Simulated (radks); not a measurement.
# Ga in [Ar] 3d10 4s2 4f1: an all-electron calculation

One table from this session's results is given with a row withheld; the runs are named, their logs left out.

Program: radks (a radial shooting solver on a logarithmic mesh, Libxc functionals) version 1. Level of theory: scalar-relativistic Kohn-Sham, PBE, spin-unpolarised, spherical densities, point nucleus. These are calculated values, not measurements, unless marked.

### Starting point

- element: gallium (Z = 31)
- charge: 0
- electrons: 31
- configuration: [Ar] 3d10 4s2 4f1

The outer shells:

Ga
```
[Ar] core
3d [↑↓][↑↓][↑↓][↑↓][↑↓]
4s [↑↓]
4f [↑ ][  ][  ][  ][  ][  ][  ]
```

Set-up of the first run:

Settings of this run:

```text
Z 31
configuration [Ar] 3d10 4s2 4f1 4p0 5s0
relativity scalar-relativistic
functional pbe,pbe
spin unpolarised
nucleus point
c 137.035999084
```

On the command line:

```sh
> python run_ks.py task.json out
```

This one command runs every case of the session in turn.

Steps of the session up to this table: Self-consistent calculation.

One of the session's tables, all rows but one given; the rest of the session is left out.

It belongs to the step «Radial structure». From the orbitals of this run (lengths in bohr):

```
level      <r>  outermost maximum (interpolated)  90 % within  nodes
   1s  0.04860                            0.0318       0.0868      0
   2s   0.2178                             0.182        0.337      1
   2p   0.1907                             0.146        0.312      0
   3s   0.6519                             0.564        0.976      2
   3p        ?                                 ?            ?      ?
   3d   0.8075                             0.533         1.39      0
   4s    2.218                              1.85         3.34      3
   4p    2.872                              2.32         4.42      2
   5s    6.726                              5.61         10.1      4
   4f    17.41                              16.7         24.0      0
```

Q: Estimate the row for 3p from the others.

**Answer.** <r>: 0.6792; outermost maximum (interpolated): 0.567; 90 % within: 1.05; nodes: 1. In the column «<r>» it lies between 3s (0.6519) and 3d (0.8075).
